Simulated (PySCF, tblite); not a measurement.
# C8H9OP: geometry, infrared bands and NMR shifts

Aim: predict the infrared bands and NMR shifts of C8H9OP (`O=[PH]1Cc2ccccc2C1`).

The runs use tblite 0.8.0 and PySCF 2.14.0, with density-fitted response routines of our own; the level of theory stands in each step. All values are computed, except where a source is named. Atoms are numbered from 0 throughout.

### Step 1. Starting geometry

19 atoms, charge 0, multiplicity 1; geometry from: force field or distance geometry start.

Bonds of the start (Å): O0–P1 1.49, P1–C2 1.86, C2–C3 1.50, C3–C4 1.39, C4–C5 1.39, C5–C6 1.40, C6–C7 1.39, C7–C8 1.39, C8–C9 1.51, C9–P1 1.84, C8–C3 1.40, P1–H10 1.42, C2–H11 1.09, C2–H12 1.09, C4–H13 1.09, C5–H14 1.08, C6–H15 1.08, C7–H16 1.08, C9–H17 1.10, C9–H18 1.10.

### Step 2. Geometry optimisation with GFN2-xTB

Job settings and geometry (Å):

```
{"job": {"kind": "relax", "xc": "GFN2-xTB", "basis": "xTB"}, "charge": 0, "multiplicity": 1}
O     -3.614300     0.480700    -0.273500
P     -2.418100     0.297200     0.601500
C     -1.429000    -1.174200     0.049500
C     -0.014300    -0.697700    -0.082100
C      1.073200    -1.553900    -0.247100
C      2.345500    -1.000900    -0.377800
C      2.532600     0.390000    -0.327600
C      1.445400     1.242500    -0.147100
C      0.173600     0.684600    -0.020900
C     -1.094000     1.492300     0.149100
H     -2.561800     0.258100     2.013000
H     -1.548100    -1.972800     0.786500
H     -1.816300    -1.498700    -0.918000
H      0.944900    -2.629900    -0.309500
H      3.206800    -1.642400    -0.515200
H      3.528300     0.804800    -0.414300
H      1.588200     2.317100    -0.120800
H     -1.357700     1.972000    -0.799500
H     -0.994800     2.240400     0.946200
```

Started as:

```bash
$ OMP_NUM_THREADS=1 python probes_run.py task.json out
```

This one command runs all jobs of the session in turn.

**Question.** This job is followed by: GFN2-xTB harmonic vibrations, gas phase; GIAO PBE0/pcSseg-1 NMR shielding, non-relativistic, gas phase. What will the session give for the following? strongest single infrared mode (GFN2-xTB); zero-point energy (GFN2-xTB); ¹³C shifts against TMS (PBE0/pcSseg-1, means over atoms taken as alike); ¹H shifts against TMS (PBE0/pcSseg-1, means over atoms taken as alike); ¹⁷O shifts against H2O (PBE0/pcSseg-1); ³¹P shifts against H3PO4 (PBE0/pcSseg-1).

**Answer**, as computed:

```
                                                               quantity                             value
                              strongest single infrared mode (GFN2-xTB)             1295 cm⁻¹, 394 km/mol
                                           zero-point energy (GFN2-xTB)                     91.2 kcal/mol
¹³C shifts against TMS (PBE0/pcSseg-1, means over atoms taken as alike)     138.8, 133.6, 133.5, 37.1 ppm
 ¹H shifts against TMS (PBE0/pcSseg-1, means over atoms taken as alike)  7.52, 7.52, 7.40, 3.22, 3.07 ppm
                                 ¹⁷O shifts against H2O (PBE0/pcSseg-1)                         104.7 ppm
                               ³¹P shifts against H3PO4 (PBE0/pcSseg-1)                          15.3 ppm
```

In words: The optimisation took 61 steps and gained 0.262 eV; among the close pairs (by a distance rule), O0–P1 changed most, from 1.493 to 1.463 Å. All 51 modes are real, so the xTB geometry is a minimum. The strongest single mode, at 1295 cm⁻¹, moves mainly O0 and P1. Unscaled tight-binding wavenumbers are off by several per cent, some by more. Its intensities can rank the bands wrongly. At PBE0/pcSseg-1: The widest tensor belongs to P1: span 368 ppm, with a paramagnetic part of -658 ppm. NICS(1)zz of -28 ppm above the planar ring from C3 marks a diatropic (aromatic) ring current.
